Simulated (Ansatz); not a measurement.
**C2H10SiSn: a ladder of functionals and wavefunction methods**

How much do the methods differ for C2H10SiSn? The plan is to run it at one geometry with functionals of several rungs and with coupled cluster. The yardstick is the atomisation energy at the CCSD(T) limit.

Program: Ansatz 0.2.0, Gaussian basis. Level of theory: functionals in def2-TZVPP, the program's frozen cores in correlated methods. These are calculated values, not measurements.

Levels to be run: PBE-D4, r2SCAN-D4, PBE0-D4, B3LYP-D4, ωB97X-V, ωB97M-V, B2PLYP; CCSD(T)/def2-TZVPP; MP2/def2-QZVPP; extrapolation to the limit.

**1. The relaxed structure**

The geometry comes from an earlier relaxation with PBE0-D4 in a triple-zeta def2 set; it is a stationary point, not always the lowest conformer. Sn takes the def2 core potential; no spin-orbit term is included.

14 atoms, charge 0, spin multiplicity 1.

Atoms are counted from 1 here; the program's logs count them from 0.

Bond lengths: C1–C2 1.521 Å, C1–H5 1.093 Å, C1–H6 1.093 Å, C1–H7 1.094 Å, C2–Sn3 2.156 Å, C2–H8 1.093 Å, C2–H9 1.093 Å, Sn3–Si4 2.565 Å, Sn3–H10 1.713 Å, Sn3–H11 1.715 Å, Si4–H12 1.488 Å, Si4–H13 1.488 Å, Si4–H14 1.487 Å. Angles: C2–C1–H5 111.7°, C2–C1–H6 111.8°, C2–C1–H7 111.4°, H5–C1–H6 107.2°, H5–C1–H7 107.3°, H6–C1–H7 107.2°, C1–C2–Sn3 113.1°, C1–C2–H8 111.2°, C1–C2–H9 111.2°, Sn3–C2–H8 107.2°, Sn3–C2–H9 107.0°, H8–C2–H9 106.9°, C2–Sn3–Si4 110.5°, C2–Sn3–H10 110.0°, C2–Sn3–H11 108.5°, Si4–Sn3–H10 110.3°, Si4–Sn3–H11 109.7°, H10–Sn3–H11 107.8° and more.

**2. PBE-D4 (GGA)**

Contents of in.yaml:

```yaml
crystal:
  periodic: [false, false, false]
  atoms:
    - {symbol: C, position_ang: [-0.866971, 1.222771, 1.320094]}
    - {symbol: C, position_ang: [0.584283, 1.104501, 0.880660]}
    - {symbol: Sn, position_ang: [1.058466, -0.824145, 0.040648]}
    - {symbol: Si, position_ang: [-0.430851, -1.310772, -1.990645]}
    - {symbol: H, position_ang: [-1.121719, 0.478320, 2.079032]}
    - {symbol: H, position_ang: [-1.557145, 1.081335, 0.483973]}
    - {symbol: H, position_ang: [-1.075168, 2.207915, 1.748870]}
    - {symbol: H, position_ang: [0.830497, 1.855655, 0.126385]}
    - {symbol: H, position_ang: [1.264814, 1.263028, 1.720746]}
    - {symbol: H, position_ang: [2.710843, -0.876981, -0.408986]}
    - {symbol: H, position_ang: [0.804746, -2.019725, 1.243206]}
    - {symbol: H, position_ang: [-0.203005, -0.293337, -3.052821]}
    - {symbol: H, position_ang: [-1.867420, -1.262037, -1.604376]}
    - {symbol: H, position_ang: [-0.144269, -2.655528, -2.557886]}
basis:
  gaussian: {orbitals: def2-TZVPP}
hamiltonian: {xc: pbe, dispersion: d4}
output: {forces: true, orbitals: {seedname: orbitals}}
```

Run with:

```
> ansatz run in.yaml --threads 2 --pin off --events-out ev --progress --plain --max-ram 22528MiB --backend cuda --devices 0, --max-vram 18GiB
```

The runs that follow: r2SCAN-D4 (meta-GGA); PBE0-D4 (hybrid); B3LYP-D4 (hybrid); ωB97X-V (range-separated); ωB97M-V (range-separated); B2PLYP (double hybrid); CCSD(T) in def2-TZVPP; MP2 in def2-QZVPP.

**Question.** What will the summary of the whole plan be? Wanted: atomisation energy, CCSD(T)/CBS; farthest; mean size of error, hybrid; mean size of error, range-separated; gap, smallest and largest; T1 diagnostic; triples share of the correlation energy.

As calculated:

| quantity | value |
| --- | --- |
| atomisation energy, CCSD(T)/CBS | 4500.1 kJ/mol |
| functionals within 45.0 kJ/mol (1.0 %) | PBE-D4, r2SCAN-D4, PBE0-D4, B3LYP-D4, ωB97X-V, ωB97M-V |
| farthest | B2PLYP (-82.9 kJ/mol) |
| mean size of error, hybrid | 32.7 kJ/mol |
| mean size of error, range-separated | 12.9 kJ/mol |
| gap, smallest and largest | 5.70 eV (PBE-D4), 11.51 eV (ωB97X-V) |
| T1 diagnostic | 0.0118 |
| triples share of the correlation energy | 3.3 % |

In words: PBE-D4 misses by -21.1 kJ/mol. Double hybrids carry the basis error of their MP2 part in triple zeta, and no dispersion term here, so their miss is partly the set-up's. The reference freezes the cores and leaves out spin-orbit coupling and excitations past (T), and its outer-core shells are covered unevenly, so misses under about 45.0 kJ/mol can't be ranked. All levels share the lack of spin-orbit coupling, which lowers the free heavy atoms and so the true binding. Hartree-Fock recovers 75 % of the binding; the rest is correlation. The gap grows from 5.7 to 11.5 eV across the functionals, mostly with the share of exact exchange. Correlated methods include outer-core shells of Sn, which these sets cover unevenly.
